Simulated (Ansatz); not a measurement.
# Lu2Ni3B6 (Cmmm): the equilibrium volume, part 2 of 2

Aim: the volume at which the pressure of Lu2Ni3B6 (Cmmm) vanishes.

Ansatz 0.2.0; DFT PBEsol, scalar-relativistic, plane waves, PAW. The steps go on from the part before.

## (3) Relaxing cell and atoms (PBEsol, 4×4×6 mesh)

File input.yaml:

```yaml
crystal:
  lattice:
    - [3.827674, -4.32682677, 0.0]
    - [3.827674, 4.32682677, 0.0]
    - [0.0, 0.0, 3.45042487]
  atoms:
    - { symbol: Lu, position: [0.7232, 0.2768, 0.0] }
    - { symbol: Lu, position: [0.2768, 0.7232, 0.0] }
    - { symbol: Ni, position: [0.0, 0.0, 0.5] }
    - { symbol: Ni, position: [0.223, 0.223, 0.0] }
    - { symbol: Ni, position: [0.777, 0.777, 0.0] }
    - { symbol: B, position: [0.077, 0.391, 0.5] }
    - { symbol: B, position: [0.923, 0.609, 0.5] }
    - { symbol: B, position: [0.391, 0.077, 0.5] }
    - { symbol: B, position: [0.609, 0.923, 0.5] }
    - { symbol: B, position: [0.376, 0.376, 0.5] }
    - { symbol: B, position: [0.624, 0.624, 0.5] }
basis:
  ecutwfc: 420
kpoints:
  mp_grid: { grid: [4, 4, 6] }
hamiltonian:
  xc: pbesol
scf:
  occupations: { method: gaussian, width: 0.1 }
output:
  forces: true
  stress: true
  eigenvalues: true
relax:
  adjacent_minimum: "off"
  f_tol: 0.05
  max_steps: 80
  cell: { stress_tol: 0.5 }
```

On the command line:

```bash
$ ansatz run input.yaml --threads 8 --pin off --max-ram 14336MiB --backend cpu --events-out ev --progress --plain --runs-dir out
```

Standard output:

```text
Warning: RAYON_NUM_THREADS=8 ignored (pool sized by the plan → 8); use --threads N
Engine: ansatz 0.2.0, aarch64-unknown-linux-gnu
Pseudopotentials: kind: paw
Pseudopotential: Lu, paw, valence charge 25, recommended cutoff 420 eV (normal), Lu.paw.azcp
Pseudopotential: Ni, paw, valence charge 18, recommended cutoff 420 eV (normal), Ni.paw.azcp
Pseudopotential: B, paw, valence charge 3, recommended cutoff 420 eV (normal), B.paw.azcp
Functional definition: PBEsol
  exchange = pbesol_x
  correlation = pbesol_c
Crystal: 11 atoms, lattice volume = 114.290 Å³
Basis set: ecut = 420 eV, 2237 PW (Γ), exchange–correlation on 80×80×48 points (8 copies of the dense FFT grid, shifted against one another)
Bands: 74, of which v1, the nominal top of the filled ones, is band 61 counted from 1 (60 counted from 0)
Symmetry: 8 space group operations
Space group: Cmmm (ITA 65), of the structure as read, at distance tolerance 4.9e-5 Å
k-points: 28 of 96
Non-local potential: Lu, projectors of the file, l = 0: 3, l = 1: 2, l = 2: 2, l = 3: 3
Non-local potential: Ni, projectors of the file, l = 0: 3, l = 1: 2, l = 2: 3, l = 3: 1
Non-local potential: B, projectors of the file, l = 0: 2, l = 1: 2, l = 2: 1
PAW form: soft (Blöchl's): semilocal exchange-correlation on the pseudo side does not see the compensation charge
PAW frozen core: Lu, regenerated for the run's functional, and the local potential with it (the file was generated under x = pbe(κ = 0.804, μ = 0.2195149727645171), c = pbe(β = 0.06672455060314922))
PAW frozen core: Ni, regenerated for the run's functional, and the local potential with it (the file was generated under x = pbe(κ = 0.804, μ = 0.2195149727645171), c = pbe(β = 0.06672455060314922))
PAW frozen core: B, regenerated for the run's functional, and the local potential with it (the file was generated under x = pbe(κ = 0.804, μ = 0.2195149727645171), c = pbe(β = 0.06672455060314922))
PAW one-centre angular grid: Lu, 590 points (default); XC on 64 Gauss nodes
PAW one-centre angular grid: Ni, 590 points (default); XC on 64 Gauss nodes
PAW one-centre angular grid: B, 110 points (default); XC on 64 Gauss nodes
Initial density: superposition of atomic densities (neutral atoms: chi_scale 0, normalization atom), corrected by the library's trained network
Initial wavefunctions: pseudopotential atomic-orbital guess
Functional: x = pbesol(κ = 0.804, μ = 0.12345679012345678), c = pbesol(β = 0.046)
SCF iter   1: F=—  HF=-47560.397890 eV  |F-HF|=—  |Δ(HF+E_count)|=         —  Δρ=1.47e-2  dr2=1.82e-1  ethr=1.77e-3  ⟨swp⟩=6.6  Hψ=9376  notcnv=0  defer=27
preconditioner: auto → Kerker (q_TF=auto, 2.758 Å⁻¹)  [metal: Δε(μ)=0.038 eV  Ē_g=10.723 eV  σ=0.100 eV  W_gap=0.21  n_scr=38 (ndim 8)  ℏωp=33.7 eV  f_vac=0.000  D(μ)=4.60/eV (n_scr^D=38)]
SCF iter   2: F=—  HF=-47560.368683 eV  |F-HF|=—  |Δ(HF+E_count)|=   2.92e-2  Δρ=4.48e-3  dr2=3.28e-2  ethr=1.50e-4  ⟨swp⟩=2.1  Hψ=4283  notcnv=0  defer=129
SCF iter   3: F=—  HF=-47560.363688 eV  |F-HF|=—  |Δ(HF+E_count)|=   4.99e-3  Δρ=1.55e-3  dr2=5.73e-3  ethr=2.69e-5  ⟨swp⟩=2.0  Hψ=3023  notcnv=0  defer=129
SCF iter   4: F=—  HF=-47560.363750 eV  |F-HF|=—  |Δ(HF+E_count)|=   6.22e-5  Δρ=1.32e-3  dr2=2.37e-3  ethr=4.69e-6  ⟨swp⟩=3.0  Hψ=3788  notcnv=0  defer=129
SCF iter   5: F=—  HF=-47560.361959 eV  |F-HF|=—  |Δ(HF+E_count)|=   1.79e-3  Δρ=3.87e-4  dr2=1.97e-4  ethr=1.94e-6  ⟨swp⟩=3.0  Hψ=3982  notcnv=0  defer=129
SCF iter   6: F=—  HF=-47560.361960 eV  |F-HF|=—  |Δ(HF+E_count)|=   1.42e-6  Δρ=5.68e-4  dr2=2.16e-4  ethr=1.61e-7  ⟨swp⟩=2.0  Hψ=4123  notcnv=0  defer=164
SCF iter   7: F=—  HF=-47560.361914 eV  |F-HF|=—  |Δ(HF+E_count)|=   4.55e-5  Δρ=3.86e-5  dr2=2.13e-6  ethr=1.61e-7  ⟨swp⟩=2.0  Hψ=3296  notcnv=0  defer=164
SCF iter   8: F=—  HF=-47560.361926 eV  |F-HF|=—  |Δ(HF+E_count)|=   1.11e-5  Δρ=3.38e-5  dr2=1.56e-6  ethr=1.75e-9  ⟨swp⟩=3.0  Hψ=4210  notcnv=0  defer=164
SCF iter   9: F=—  HF=-47560.361925 eV  |F-HF|=—  |Δ(HF+E_count)|=   2.39e-7  Δρ=1.71e-5  dr2=1.75e-7  ethr=1.28e-9  ⟨swp⟩=2.1  Hψ=2553  notcnv=0  defer=164
SCF iter  10: F=-47560.361925 eV  HF=-47560.361925 eV  |F-HF|=6.00e-9  |Δ(HF+E_count)|=   3.37e-8  Δρ=3.56e-6  dr2=7.56e-9  ethr=8.20e-11  ⟨swp⟩=13.5  Hψ=13505  notcnv=0
SCF 1 converged in 10 iterations: F = -47560.361925 eV  dr2 = 7.56e-9
relax step   1: F+E_penalty+E_count = -47560.36192533 eV  Δ(F+E_penalty+E_count) = +0.000e0 eV  max|allowed force component| = 1.470e0 eV/Å  Δτ_max = 0.0000 Å  P = -7.709 GPa  Ω = 114.290 Å³  (10 SCF iters, dr2 threshold 1.00e-7 eV, accepted)
[... from here on, the SCF cycles and remarks between the steps are left out ...]
relax step   2: F+E_penalty+E_count = -47560.67593600 eV  Δ(F+E_penalty+E_count) = -3.140e-1 eV  max|allowed force component| = 8.827e-1 eV/Å  Δτ_max = 0.0477 Å  P = -1.443 GPa  Ω = 110.158 Å³  energy of the carried Pulay correction = +4.545e-3 eV  (9 SCF iters, dr2 threshold 1.10e-6 eV, accepted)
relax step   3: F+E_penalty+E_count = -47560.78827694 eV  Δ(F+E_penalty+E_count) = -1.123e-1 eV  max|allowed force component| = 2.371e-1 eV/Å  Δτ_max = 0.0465 Å  P = +1.623 GPa  Ω = 108.190 Å³  energy of the carried Pulay correction = +6.768e-3 eV  (9 SCF iters, dr2 threshold 1.10e-6 eV, accepted)
relax step   4: F+E_penalty+E_count = -47560.80639033 eV  Δ(F+E_penalty+E_count) = -1.811e-2 eV  max|allowed force component| = 9.570e-2 eV/Å  Δτ_max = 0.0282 Å  P = -0.436 GPa  Ω = 109.038 Å³  energy of the carried Pulay correction = +5.805e-3 eV  (8 SCF iters, dr2 threshold 1.10e-6 eV, accepted)
relax step   5: F+E_penalty+E_count = -47560.80832036 eV  Δ(F+E_penalty+E_count) = -1.930e-3 eV  max|allowed force component| = 8.403e-2 eV/Å  Δτ_max = 0.0144 Å  P = +0.193 GPa  Ω = 108.819 Å³  energy of the carried Pulay correction = +6.053e-3 eV  (7 SCF iters, dr2 threshold 1.10e-6 eV, accepted)
relax step   6: F+E_penalty+E_count = -47560.80934779 eV  Δ(F+E_penalty+E_count) = -1.027e-3 eV  max|allowed force component| = 4.146e-3 eV/Å  Δτ_max = 0.0075 Å  P = -0.025 GPa  Ω = 108.889 Å³  energy of the carried Pulay correction = +5.974e-3 eV  (6 SCF iters, dr2 threshold 4.41e-7 eV, accepted)
relax step   7: F+E_penalty+E_count = -47560.80404570 eV  Δ(F+E_penalty+E_count) = +5.302e-3 eV  max|allowed force component| = 3.844e-3 eV/Å  Δτ_max = 0.0000 Å  P = -0.067 GPa  Ω = 108.889 Å³  stress off target by 8.07e-2 GPa  SCF on the basis re-selected at this cell (its energy is not comparable with the rows above)  (6 SCF iters)
basis re-selected at this cell: Δ(F+E_penalty+E_count) = +5.302e-3 eV, ΔP = -0.043 GPa vs the last step (what re-selecting the basis moved, of the pressure what is left beyond the Pulay correction that the steps carried, after the strain that the cell walked since its last selection, with what the two solves' SCF thresholds leave and, on support functions, any second-order correction that the steps lacked; it is no measure of the basis error at this ecutwfc). This SCF's stress stands 8.07e-2 GPa from its target on what of the cell is left free (relax.cell.stress_tol is 5.00e-1 GPa) and its largest allowed force component is 3.84e-3 eV/Å (relax.f_tol is 5.00e-2 eV/Å): within both
SCF converged after 6 iterations
Free energy (F): -47560.804046 eV
Harris-Foulkes:  -47560.804046 eV  (|F-HF|=1.16e-9)
Internal energy: -47560.784576 eV  (E = F + TS)
E sigma→0 (E₀):  -47560.794311 eV
Entropy (-TS):   -0.019470 eV (-1.770 meV/atom)
Fermi energy:    16.805566 eV
--- Per-component energies (eV) ---
  E_band       = -592.302283
  E_kinetic    = 1996.824674
  E_local      = -24974.497641  (includes V_loc(G=0)·N_el)
  E_nonlocal   = 3122.305152
  E_hartree    = 10609.171752
  E_xc         = -890.804238
  E_vxc        = -1088.153011  (∫ρ·V_xc dr)
  E_paw        = -19736.089689  (= ΣΔE_a)
  E_vpaw       = -867.122855  (= ΣTr[D̂ρ^β])
  E_aug_tail   = 0.001564  (compensation charges beyond the density's cutoff)
  E_ewald      = -17690.760617
  E_core_change = 3.064467  (= ΣΔE_core)
  E_smearing   = -0.019470  (= −TS)
  E_closure    = -0.000000  (closes the sum)
  Σ components = -47560.804046   (vs F -47560.804046, Δ=0.00e0)
--- Forces (eV/Å), atoms counted from 1 ---
  atom   1  Lu     0.00000000    -0.00226573     0.00000000
  atom   2  Lu    -0.00000000     0.00226573     0.00000000
  atom   3  Ni    -0.00000000     0.00000000     0.00000000
  atom   4  Ni    -0.00384440     0.00000000    -0.00000000
  atom   5  Ni     0.00384440    -0.00000000     0.00000000
  atom   6  B     -0.00060992    -0.00057039     0.00000000
  atom   7  B      0.00060992     0.00057039    -0.00000000
  atom   8  B     -0.00060992     0.00057039     0.00000000
  atom   9  B      0.00060992    -0.00057039    -0.00000000
  atom  10  B     -0.00048783     0.00000000    -0.00000000
  atom  11  B      0.00048783    -0.00000000     0.00000000
  max |Σ_I F_I| component: 3.47e-18 eV/Å
--- Stress (GPa, compression-positive) ---
       -0.062586      -0.000000      -0.000000
       -0.000000      -0.080746       0.000000
       -0.000000       0.000000      -0.059052
  P = ⅓ Tr σ = -0.0675 GPa (-0.675 kbar)
--- Band table (eV; the first three rows and the last of 28) ---
  k-point 0: bands = ["-86.7917", "-86.7912", "-86.4382", "-47.5287", "-47.5245", "-47.2802", "-47.2797", "-47.2028", "-47.1808", "-47.0526", "-46.9630", "-46.8853", "-38.4933", "-38.4888", "-9.3668", "-9.3223", "-9.2499", "-9.2305", "-9.1461", "-9.1238", "4.0312", "5.9969", "8.1982", "9.1096", "9.8033", "10.1420", "11.9831", "12.0178", "12.4626", "12.4627", "12.5991", "12.6079", "12.6312", "12.6324", "12.6350", "12.6364", "12.6366", "12.6388", "12.6443", "12.6918", "12.6954", "12.7029", "12.8390", "12.9194", "13.0067", "13.0415", "13.0745", "13.6103", "13.6912", "13.9476", "14.5351", "14.6645", "14.6732", "14.6848", "14.9110", "15.0684", "15.1284", "15.3267", "15.7679", "16.6281", "17.7023", "18.2115", "18.3855", "18.3872", "19.7681", "20.3061", "20.6722", "20.8163", "20.9794", "21.4523", "21.9857", "23.0271", "23.1031", "23.7070"]
[... 3 lines left out ...]
--- Relaxed structure (6 steps of the walk, 6 accepted, 1 SCFs on fresh bases) ---
  F+E_penalty+E_count = -47560.80404570 eV   max|allowed force component| = 3.844e-3 eV/Å   (the final SCF, on the basis selected at the relaxed cell)
  cell:  # Å, volume = 108.8887 Å³
    - [3.7818358755413404, -4.26236204437908, 7.033070220915485e-18]
    - [3.7818358755413404, 4.26236204437908, 7.033070220915482e-18]
    - [6.339902615192197e-18, -6.8466909520472855e-34, 3.377535733566327]
  atoms:
    - { symbol: Lu, position: [0.7233947235109961, 0.27660527648900374, 0.0] }
    - { symbol: Lu, position: [0.27660527648900374, 0.7233947235109961, 0.0] }
    - { symbol: Ni, position: [1.0934258006800857e-19, -1.093425800680091e-19, 0.5] }
    - { symbol: Ni, position: [0.22677024510001229, 0.22677024510001229, -4.643465045816136e-19] }
    - { symbol: Ni, position: [0.7732297548999876, 0.7732297548999876, 4.643465045816136e-19] }
    - { symbol: B, position: [0.08154908828582891, 0.3827372500357151, 0.5] }
    - { symbol: B, position: [0.9184509117141711, 0.6172627499642848, 0.5] }
    - { symbol: B, position: [0.3827372500357151, 0.08154908828582891, 0.5] }
    - { symbol: B, position: [0.6172627499642848, 0.9184509117141711, 0.5] }
    - { symbol: B, position: [0.3876494476531106, 0.3876494476531106, 0.5] }
    - { symbol: B, position: [0.6123505523468894, 0.6123505523468894, 0.5] }
```

It took 47 s on 8 threads of Arm Neoverse N1, shared host; peak memory 0.83 GiB.

Step by step:

```csv
step,energy from step 1 (meV/atom),largest force component (eV/Å),pressure (GPa),volume (Å³/atom)
1,0.0,1.470,-7.71,10.390
2,-28.5,0.883,-1.44,10.014
3,-38.8,0.237,1.62,9.835
4,-40.4,0.096,-0.44,9.913
5,-40.6,0.084,0.19,9.893
6,-40.7,0.004,-0.02,9.899
7,-40.2,0.004,-0.07,9.899
```

Step 1 is the start. Step 7 repeats the geometry before it on a plane-wave basis chosen anew for the final cell, which shifts the energy by +0.5 meV/atom.

This gives: volume 9.899 Å³/atom, pressure -0.07 GPa, no gap.

## (4) Full relaxation

File input.yaml:

```yaml
crystal:
  lattice:
    - [3.7818358755, -4.2623620444, 0.0]
    - [3.7818358755, 4.2623620444, 0.0]
    - [0.0, 0.0, 3.3775357336]
  atoms:
    - { symbol: Lu, position: [0.7233947235, 0.2766052765, 0.0] }
    - { symbol: Lu, position: [0.2766052765, 0.7233947235, 0.0] }
    - { symbol: Ni, position: [0.0, 0.0, 0.5] }
    - { symbol: Ni, position: [0.2267702451, 0.2267702451, 0.0] }
    - { symbol: Ni, position: [0.7732297549, 0.7732297549, 0.0] }
    - { symbol: B, position: [0.0815490883, 0.38273725, 0.5] }
    - { symbol: B, position: [0.9184509117, 0.61726275, 0.5] }
    - { symbol: B, position: [0.38273725, 0.0815490883, 0.5] }
    - { symbol: B, position: [0.61726275, 0.9184509117, 0.5] }
    - { symbol: B, position: [0.3876494477, 0.3876494477, 0.5] }
    - { symbol: B, position: [0.6123505523, 0.6123505523, 0.5] }
basis:
  ecutwfc: 420
kpoints:
  mp_grid: { grid: [6, 6, 10] }
hamiltonian:
  xc: pbesol
scf:
  occupations: { method: gaussian, width: 0.05 }
output:
  forces: true
  stress: true
  eigenvalues: true
relax:
  adjacent_minimum: "off"
  f_tol: 0.005
  max_steps: 80
  cell: { stress_tol: 0.05 }
```

On the command line:

```bash
$ ansatz run input.yaml --threads 8 --pin off --max-ram 14336MiB --backend cpu --events-out ev --progress --plain --runs-dir out
```

Standard output (excerpt; [...] marks lines left out):

```text
Warning: RAYON_NUM_THREADS=8 ignored (pool sized by the plan → 8); use --threads N
[...]
[... 5 set-up lines as earlier in the session ...]
[...]
Crystal: 11 atoms, lattice volume = 108.889 Å³
Basis set: ecut = 420 eV, 2129 PW (Γ), exchange–correlation on 80×80×48 points (8 copies of the dense FFT grid, shifted against one another)
Bands: 74, of which v1, the nominal top of the filled ones, is band 61 counted from 1 (60 counted from 0)
[... 1 set-up line as earlier in the session ...]
Space group: Cmmm (ITA 65), of the structure as read, at distance tolerance 4.8e-5 Å
k-points: 78 of 360
[...]
    - [3.7800925041103857, 4.263688240107553, 2.5288794946888017e-19]
    - [2.25852764119501e-19, 1.3622164411220209e-33, 3.375024126801247]
  atoms:
    - { symbol: Lu, position: [0.7230353871902879, 0.27696461280971185, 1.2037062152420224e-35] }
    - { symbol: Lu, position: [0.27696461280971185, 0.7230353871902879, -1.2037062152420224e-35] }
    - { symbol: Ni, position: [-2.2804626501177044e-21, -2.2804626501177044e-21, 0.5] }
    - { symbol: Ni, position: [0.22645018179370138, 0.22645018179370138, 3.978770066554261e-20] }
    - { symbol: Ni, position: [0.7735498182062984, 0.7735498182062984, -3.9787700665542605e-20] }
    - { symbol: B, position: [0.08150250419829866, 0.3826791700304468, 0.5] }
    - { symbol: B, position: [0.9184974958017011, 0.6173208299695527, 0.5] }
    - { symbol: B, position: [0.3826791700304468, 0.08150250419829866, 0.5] }
    - { symbol: B, position: [0.6173208299695527, 0.9184974958017011, 0.5] }
    - { symbol: B, position: [0.3876003551129793, 0.3876003551129793, 0.5] }
    - { symbol: B, position: [0.6123996448870205, 0.6123996448870205, 0.5] }
```

Run time: 61 s. Hardware: 8 threads of Arm Neoverse N1, shared host; peak memory 1 GiB.

How the relaxation went:

```csv
step,energy from step 1 (meV/atom),largest force component (eV/Å),pressure (GPa),volume (Å³/atom)
1,0.0,0.024,-0.15,9.899
2,0.0,0.021,-0.06,9.894
3,0.0,0.005,0.01,9.890
4,0.0,0.005,0.01,9.890
```

Step 1 is the start. Step 4 repeats the geometry before it on a plane-wave basis chosen anew for the final cell, which leaves the energy as it was.

In short: volume 9.890 Å³/atom, pressure 0.01 GPa, a metal on this mesh.

## (5) The way to zero pressure

```csv
step,level,mesh,relaxed,volume (Å³/atom),pressure (GPa)
2,PBEsol,4×4×6,nothing,10.390,-7.71
3,PBEsol,4×4×6,all,9.899,-0.07
4,PBEsol,6×6×10,all,9.890,0.01
```

How the cell compares, before and after:

| cell as typed | before | after | change |
| --- | --- | --- | --- |
| a (Å) | 5.777 | 5.698 | -1.4 % |
| b (Å) | 5.777 | 5.698 | -1.4 % |
| c (Å) | 3.450 | 3.375 | -2.2 % |
| γ (°) | 97.01 | 96.88 | -0.12° |
| volume (Å³/atom) | 10.390 | 9.890 | -4.8 % |
| shortest distance (Å) | 1.628 | 1.700 | +4.4 % |
| space group | Cmmm | Cmmm | same |

## (6) Outcome

This closing draws on all 2 parts. Changes of volume or cell count from the first structure of part 1.

| quantity | value |
| --- | --- |
| volume | 9.890 Å³/atom |
| pressure | 0.01 GPa |
| conventional cell | a = 7.560 Å, b = 8.527 Å, c = 3.375 Å, α = 90.00°, β = 90.00°, γ = 90.00° |
| gap on the mesh | none (metal) |

In words: Over the 3 runs shown the cell moved from 10.39 to 9.89 Å³/atom, a change of -4.8 %, where the pressure is zero within 0.01 GPa. Spin polarisation wasn't allowed in this run. Spin–orbit coupling is left out, though the cell holds Lu; it splits the 4f levels.
